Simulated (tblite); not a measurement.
**SiHSeCl2 (SMILES Cl[Si](Cl)[SeH]) at GFN1-xTB**

What is the electronic atomisation energy of SiHSeCl2 at GFN1-xTB? 

The results are computed with tblite 0.8.0.

15 further runs of the same task are left out: 15 set aside as unsound or not needed.

### Step 1. The molecule

The species is SiHSeCl2 (5 atoms), meant as a doublet with charge 0. SMILES: `Cl[Si](Cl)[SeH]`. Geometry: optimised at GFN1-xTB. This is one conformer, not always the lowest.

Bond lengths: Cl1–Si2 2.056 Å, Si2–Cl3 2.042 Å, Si2–Se4 2.243 Å, Se4–H5 1.440 Å. Angles: Cl1–Si2–Cl3 108.8°, Cl1–Si2–Se4 113.4°, Cl3–Si2–Se4 104.9°, Si2–Se4–H5 95.0°.

### Step 2. The harmonic vibrations at GFN1-xTB

Contents of input.xyz:

```xyz
5
start geometry
Cl     0.905867     0.009967     1.922209
Si    -0.008341    -0.725854     0.233692
Cl     1.356700    -1.803396    -0.835586
Se    -0.705335     0.877048    -1.172528
H     -1.498991     1.568635    -0.189286
```

Contents of xtb_job.py:

```python
# GFN1-xTB harmonic vibrations
import json
import numpy as np
from tblite.interface import Calculator
from tblite.interface import symbols_to_numbers
from ase.data import atomic_masses

symbols = list(map(str, np.loadtxt("input.xyz", skiprows=2, usecols=0, dtype=str, ndmin=1)))
numbers = np.array(symbols_to_numbers(symbols))
positions = np.loadtxt("input.xyz", skiprows=2, usecols=(1, 2, 3), ndmin=2) / 0.529177210903

xtb = Calculator("GFN1-xTB", numbers, positions, charge=0, uhf=1)
xtb.set("verbosity", 0)
xtb.set("accuracy", 0.01)
xtb.add("spin-polarization", 1.0)
result = xtb.singlepoint()
h = 0.005  # bohr
n = positions.size
H, D = np.zeros((n, n)), np.zeros((n, 3))
for a in range(n):
    g, d = [], []
    for sign in (1, -1):
        x = positions.ravel().copy()
        x[a] += sign * h
        xtb.update(x.reshape(-1, 3))
        y = xtb.singlepoint()
        g.append(y.get('gradient').ravel())
        d.append(y.get('dipole'))
    H[a], D[a] = (g[0] - g[1]) / (2 * h), (d[0] - d[1]) / (2 * h)
mass = np.repeat(atomic_masses[numbers], 3)
H = (H + H.T) / 2 / np.sqrt(np.outer(mass, mass))
# project out translations and rotations
com = positions - atomic_masses[numbers] @ positions / atomic_masses[numbers].sum()
T = [np.tile(v, len(numbers)) for v in np.eye(3)] + [np.cross(com, v).ravel() for v in np.eye(3)]
U, sv, _ = np.linalg.svd((np.array(T) * np.sqrt(mass)).T)
Q = U[:, (sv > 1e-3 * sv.max()).sum():]
w, V = np.linalg.eigh(Q.T @ H @ Q)
freq = np.sign(w) * np.sqrt(np.abs(w)) * 5140.487
inten = (((Q @ V).T / np.sqrt(mass)) @ D) ** 2
inten = inten.sum(axis=1) * 974.88
print(f"E = {result.get('energy'):.8f} Eh, max gradient {np.abs(result.get('gradient')).max():.2e} Eh/bohr")
print("mode   frequency/cm^-1   IR/(km/mol)")
for i, (v, s) in enumerate(zip(freq, inten), 1):
    print(f"{i:4d} {v:14.2f} {s:14.3f}")
zpe = freq[freq > 0].sum() / 2 / 219474.63
print(f"imaginary modes: {(freq < -10).sum()}, zero-point energy {zpe:.6f} Eh = {zpe * 627.5095:.4f} kcal/mol")
out = {k: np.asarray(result.get(k)).tolist() for k in ("energy", "gradient", "charges", "dipole", "orbital-energies", "orbital-occupations")}
out.update(symbols=symbols, positions=(positions * 0.529177210903).tolist(), frequencies=freq.tolist(), intensities=inten.tolist(), zpe=zpe)
json.dump(out, open("results.json", "w"))
```

Started as:

```bash
$ python xtb_job.py
```

The log of the run:

```text
E = -14.35236174 Eh, max gradient 2.78e-05 Eh/bohr
mode   frequency/cm^-1   IR/(km/mol)
   1         109.53          2.104
   2         133.88          7.454
   3         189.32         22.213
   4         218.16          2.333
   5         395.68         36.425
   6         525.90        224.707
   7         542.64        198.557
   8         584.97        128.542
   9        2369.57        257.420
imaginary modes: 0, zero-point energy 0.011550 Eh = 7.2474 kcal/mol
```

Run time: 1.1 s. Hardware: 1 thread of Intel Xeon at 2.50GHz (Skylake/Cascade Lake), shared host.

### Step 3. The Cl atom: the energy at GFN1-xTB

Contents of molecule.xyz:

```xyz
1

Cl     0.000000     0.000000     0.000000
```

Contents of script.py:

```python
import json
import numpy as np
from tblite.interface import Calculator
from tblite.interface import symbols_to_numbers

symbols = list(map(str, np.loadtxt("molecule.xyz", skiprows=2, usecols=0, dtype=str, ndmin=1)))
numbers = np.array(symbols_to_numbers(symbols))
positions = np.loadtxt("molecule.xyz", skiprows=2, usecols=(1, 2, 3), ndmin=2) / 0.52917721

calculator = Calculator("GFN1-xTB", numbers, positions, charge=0, uhf=1)
calculator.set("verbosity", 0)
calculator.set("accuracy", 0.1)
calculator.add("spin-polarization", 1.0)
wfn = calculator.singlepoint()

print(f"E(total): {wfn.get('energy') * 2625.4996:.8f} kJ/mol")
eps = np.atleast_2d(wfn.get("orbital-energies")) * 27.211386
occ = np.atleast_2d(wfn.get("orbital-occupations"))
filled = occ.sum(axis=0) if eps.shape[0] == 1 else occ[0]
homo = np.nonzero(filled > 0.5)[0].max()
print(f"HOMO {eps[0, homo]:.4f} eV")
if homo + 1 < eps.shape[1]:
    print(f"LUMO {eps[0, homo + 1]:.4f} eV, gap {eps[0, homo + 1] - eps[0, homo]:.4f} eV")
mu = wfn.get("dipole") * 2.541746
print(f"Dipole moment: {np.linalg.norm(mu):.4f} D, components " + " ".join(f"{c:.4f}" for c in mu))
q = wfn.get("charges")
print("Charges:", " ".join(f"{s}{i + 1}={c:+.4f}" for i, (s, c) in enumerate(zip(symbols, q))))
out = {k: np.asarray(wfn.get(k)).tolist() for k in ("energy", "gradient", "charges", "dipole", "orbital-energies", "orbital-occupations")}
out.update(symbols=symbols, positions=(positions * 0.529177210903).tolist())
json.dump(out, open("results.json", "w"))
```

Run the same way, it converges to -4.17438 Eh (log not shown).

### Step 4. The H atom: the energy at GFN1-xTB

Contents of calc.py:

```python
import json
import numpy as np
from tblite.interface import Calculator
from tblite.interface import symbols_to_numbers

geometry = """
H      0.000000     0.000000     0.000000
"""
lines = [l.split() for l in geometry.strip().splitlines()]
symbols = [l[0] for l in lines]
numbers = np.array(symbols_to_numbers(symbols))
positions = np.array([l[1:4] for l in lines], float) / 0.529177210903

calc = Calculator("GFN1-xTB", numbers, positions, charge=0, uhf=1)
calc.set("accuracy", 0.1)
calc.add("spin-polarization", 1.0)
wfn = calc.singlepoint()

print(f"E(total): {wfn.get('energy') * 627.5095:.8f} kcal/mol")
eps = np.atleast_2d(wfn.get("orbital-energies")) * 27.211386
occ = np.atleast_2d(wfn.get("orbital-occupations"))
filled = occ.sum(axis=0) if eps.shape[0] == 1 else occ[0]
homo = np.nonzero(filled > 0.5)[0].max()
print(f"HOMO {eps[0, homo]:.4f} eV")
if homo + 1 < eps.shape[1]:
    print(f"LUMO {eps[0, homo + 1]:.4f} eV, gap {eps[0, homo + 1] - eps[0, homo]:.4f} eV")
mu = wfn.get("dipole") * 2.541746
print(f"|mu|: {np.linalg.norm(mu):.4f} D, components " + " ".join(f"{c:.4f}" for c in mu))
q = wfn.get("charges")
print("Charges:", " ".join(f"{s}{i + 1}={c:+.4f}" for i, (s, c) in enumerate(zip(symbols, q))))
out = {k: np.asarray(wfn.get(k)).tolist() for k in ("energy", "gradient", "charges", "dipole", "orbital-energies", "orbital-occupations")}
out.update(symbols=symbols, positions=(positions * 0.529177210903).tolist())
json.dump(out, open("results.json", "w"))
```

Run the same way, it converges to -0.43724 Eh (log not shown).

### Step 5. The Se atom: a single-point energy at GFN1-xTB

Contents of xtb_job.py:

```python
import json
import numpy as np
from ase import Atoms
from ase.units import Bohr
from tblite.ase import TBLite
from ase.units import kJ, mol as mol_
from ase.units import Debye

mol = Atoms(["Se"], positions=Bohr * np.array([
    [0.000000, 0.000000, 0.000000],
]))
start = mol.get_positions()

mol.calc = TBLite(
    method="GFN1-xTB",
    multiplicity=3,
    accuracy=0.1,
    spin_polarization=1.0,
)
print(f"E: {mol.get_potential_energy() / (kJ / mol_):.6f} kJ/mol")
print(f"Dipole: {np.linalg.norm(mol.get_dipole_moment()) / Debye:.4f} D")
for a, q in zip(mol, mol.get_charges()):
    print(f"{a.symbol}{a.index + 1} {q:+.4f}")
json.dump(dict(energy=mol.get_potential_energy(), forces=mol.get_forces().tolist(), dipole=mol.get_dipole_moment().tolist(), charges=mol.get_charges().tolist(),
               symbols=mol.get_chemical_symbols(), start=start.tolist(), final=mol.positions.tolist()), open("results.json", "w"))
```

Run the same way, it converges to -3.24815 Eh (log not shown).

### Step 6. The Si atom: the energy at GFN1-xTB

Contents of script.py:

```python
"""GFN1-xTB single point"""
import json
import numpy as np
from tblite.interface import Calculator

symbols = ["Si"]
numbers = np.array([14])
positions = np.array([  # bohr
    [0.000000, 0.000000, 0.000000],
])

tb = Calculator("GFN1-xTB", numbers, positions, charge=0, uhf=2)
tb.set("accuracy", 0.1)
tb.add("spin-polarization", 1.0)
result = tb.singlepoint()

print(f"E(total): {result.get('energy') * 2625.4996:.8f} kJ/mol")
eps = np.atleast_2d(result.get("orbital-energies")) * 27.211386
occ = np.atleast_2d(result.get("orbital-occupations"))
filled = occ.sum(axis=0) if eps.shape[0] == 1 else occ[0]
homo = np.nonzero(filled > 0.5)[0].max()
print(f"HOMO {eps[0, homo]:.4f} eV")
if homo + 1 < eps.shape[1]:
    print(f"LUMO {eps[0, homo + 1]:.4f} eV, gap {eps[0, homo + 1] - eps[0, homo]:.4f} eV")
mu = result.get("dipole") * 2.541746
print(f"dipole: {np.linalg.norm(mu):.4f} D, components " + " ".join(f"{c:.4f}" for c in mu))
q = result.get("charges")
print("Charges:", " ".join(f"{s}{i + 1}={c:+.4f}" for i, (s, c) in enumerate(zip(symbols, q))))
out = {k: np.asarray(result.get(k)).tolist() for k in ("energy", "gradient", "charges", "dipole", "orbital-energies", "orbital-occupations")}
out.update(symbols=symbols, positions=(positions * 0.529177210903).tolist())
json.dump(out, open("results.json", "w"))
```

Started as:

```bash
$ python script.py
```

The log of the run:

```text
------------------------------------------------------------
  cycle        total energy    energy error   density error
------------------------------------------------------------
      1     -1.652198985142  -1.6521990E+00   8.1649658E-01
      2     -1.652198985142   0.0000000E+00   4.8989795E-01
      3     -1.652198985142   0.0000000E+00   2.9390938E-05
      4     -1.652198985142   0.0000000E+00   9.1374525E-14
------------------------------------------------------------

 total:                                   0.001 sec
E(total): -4337.84777461 kJ/mol
HOMO -8.3397 eV
LUMO -3.1401 eV, gap 5.1996 eV
dipole: 0.0000 D, components 0.0000 0.0000 0.0000
Charges: Si1=+0.0000
```

Run time: 0.47 s. Hardware: 1 thread of Intel Xeon at 2.50GHz (Skylake/Cascade Lake), shared host.

### Step 7. Results

Level: GFN1-xTB.

| quantity | value |
| --- | --- |
| molecule: total energy | -14.35236 Eh |
| molecule: dipole moment | 2.15 D |
| molecule: HOMO energy (as the program lists it) | -8.74 eV |
| molecule: LUMO energy (as the program lists it) | -4.85 eV |
| molecule: largest force on an atom | 0.002 eV/Å |
| molecule: lowest harmonic wavenumber | 110 cm⁻¹ |
| molecule: highest harmonic wavenumber | 2370 cm⁻¹ |
| molecule: zero-point energy | 30.3 kJ/mol |
| Cl atom: total energy | -4.17438 Eh |
| Cl atom: dipole moment | 0.00 D |
| Cl atom: HOMO energy (as the program lists it) | -13.32 eV |
| Cl atom: LUMO energy (as the program lists it) | -1.53 eV |
| Cl atom: largest force on an atom | 0.000 eV/Å |
| H atom: total energy | -0.43724 Eh |
| H atom: dipole moment | 0.00 D |
| H atom: HOMO energy (as the program lists it) | -12.87 eV |
| H atom: largest force on an atom | 0.000 eV/Å |
| Se atom: total energy | -3.24815 Eh |
| Se atom: dipole moment | 0.00 D |
| Se atom: largest force on an atom | 0.000 eV/Å |
| Si atom: total energy | -1.65220 Eh |
| Si atom: dipole moment | 0.00 D |
| Si atom: HOMO energy (as the program lists it) | -8.34 eV |
| Si atom: LUMO energy (as the program lists it) | -3.14 eV |
| Si atom: largest force on an atom | 0.000 eV/Å |
| electronic atomisation energy | 18.123 eV |

In words: Taking the molecule apart into free atoms costs 18.12 eV (1749 kJ/mol), before zero-point energy and without spin-orbit coupling. Tight-binding and semi-empirical models aren't fitted to free atoms, so this value can be far from the true one. All 9 modes (molecule) are real, so the shape is a minimum at this level.
